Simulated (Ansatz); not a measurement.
# Ta7Ti: the cost of one run

Computed with Ansatz 0.2.0 (DFT PBE, scalar-relativistic, plane waves, PAW, unless a step names another level, unless a step's input says otherwise).

2 further runs of the same task are left out: 2 that didn't finish. Runs told in other sessions of the task aren't counted.

## (1) The structure to begin with

The structure is tetragonal, space group P4/nmm (No. 129). Conventional cell: a = 3.319 Å, b = 3.319 Å, c = 26.411 Å, α = 90.00°, β = 90.00°, γ = 90.00°. Ti (site symmetry 4mm) has 6 Ta at 2.83 to 3.27 Å and 8 Ti at 2.89 to 3.32 Å in its first shell of neighbours. Ta (site symmetry 4mm) is surrounded by 8 Ta at 2.88 Å. Around Ta (site symmetry 4mm) lie 8 Ta at 2.87 to 2.88 Å. Ta (site symmetry 4mm) has 13 Ta at 2.86 to 3.34 Å and 1 Ti at 3.21 Å in its first shell of neighbours. Around Ta (site symmetry 4mm) lie 14 Ta at 2.88 to 3.33 Å. Around Ta (site symmetry 4mm) lie 4 Ti at 2.83 Å and 4 Ta at 2.86 Å.

As a file:

```cif
data_structure
_symmetry_space_group_name_H-M 'P4/nmm:1'
_symmetry_Int_Tables_number 129
_cell_length_a 3.3188
_cell_length_b 3.3188
_cell_length_c 26.4113
_cell_angle_alpha 90.000
_cell_angle_beta 90.000
_cell_angle_gamma 90.000
_cell_volume 290.90
loop_
_atom_site_label
_atom_site_type_symbol
_atom_site_symmetry_multiplicity
_atom_site_Wyckoff_symbol
_atom_site_fract_x
_atom_site_fract_y
_atom_site_fract_z
_atom_site_occupancy
Ti1 Ti 2 c 0.00000 0.50000 0.96797 1
Ta1 Ta 2 c 0.50000 0.00000 0.40577 1
Ta2 Ta 2 c 0.00000 0.50000 0.46876 1
Ta3 Ta 2 c 0.50000 0.00000 0.27990 1
Ta4 Ta 2 c 0.00000 0.50000 0.34269 1
Ta5 Ta 2 c 0.00000 0.50000 0.84640 1
Ta6 Ta 2 c 0.50000 0.00000 0.78323 1
Ta7 Ta 2 c 0.50000 0.00000 0.90823 1
```

It came out lowest among 17 distinct ends of the trial cells. At a tolerance of 0.05 Å it has space group P4/nmm (No. 129).

## (2) Kick test: the unmoved cell on a coarse mesh

Input file input.yaml:

```yaml
crystal:
  lattice:
    - [3.3187791065, 0.0, 0.0]
    - [0.0, 3.3187791065, 0.0]
    - [0.0, 0.0, 26.4113491497]
  atoms:
    - { symbol: Ti, position: [0.0, 0.5, 0.9679734323] }
    - { symbol: Ti, position: [0.5, 0.0, 0.0320265677] }
    - { symbol: Ta, position: [0.5, 0.0, 0.4057706461] }
    - { symbol: Ta, position: [0.0, 0.5, 0.4687574647] }
    - { symbol: Ta, position: [0.0, 0.5, 0.5942293539] }
    - { symbol: Ta, position: [0.5, 1.0, 0.5312425353] }
    - { symbol: Ta, position: [0.5, 1.0, 0.2798981408] }
    - { symbol: Ta, position: [0.0, 0.5, 0.3426904443] }
    - { symbol: Ta, position: [0.0, 0.5, 0.7201018592] }
    - { symbol: Ta, position: [0.5, 1.0, 0.6573095557] }
    - { symbol: Ta, position: [0.0, 0.5, 0.8463991928] }
    - { symbol: Ta, position: [0.5, 0.0, 0.7832338918] }
    - { symbol: Ta, position: [0.5, 1.0, 0.9082295195] }
    - { symbol: Ta, position: [0.0, 0.5, 0.0917704805] }
    - { symbol: Ta, position: [0.5, 1.0, 0.1536008072] }
    - { symbol: Ta, position: [0.0, 0.5, 0.2167661082] }
basis:
  ecutwfc: 420
kpoints:
  mp_grid: { grid: [6, 6, 1] }
hamiltonian:
  xc: pbe
scf:
  occupations: { method: gaussian, width: 0.2 }
  lower_state_search: "off"
output:
  forces: true
  stress: true
  eigenvalues: true
```

Run with:

```sh
$ ansatz run input.yaml --threads 1 --pin off --max-ram 2560MiB --backend cpu --events-out ev --progress --plain --runs-dir out
```

What time and memory should one allow on 1 thread of AMD EPYC 7R43 (Zen 3), shared host?

About 17 s, with a peak of 0.78 GiB.
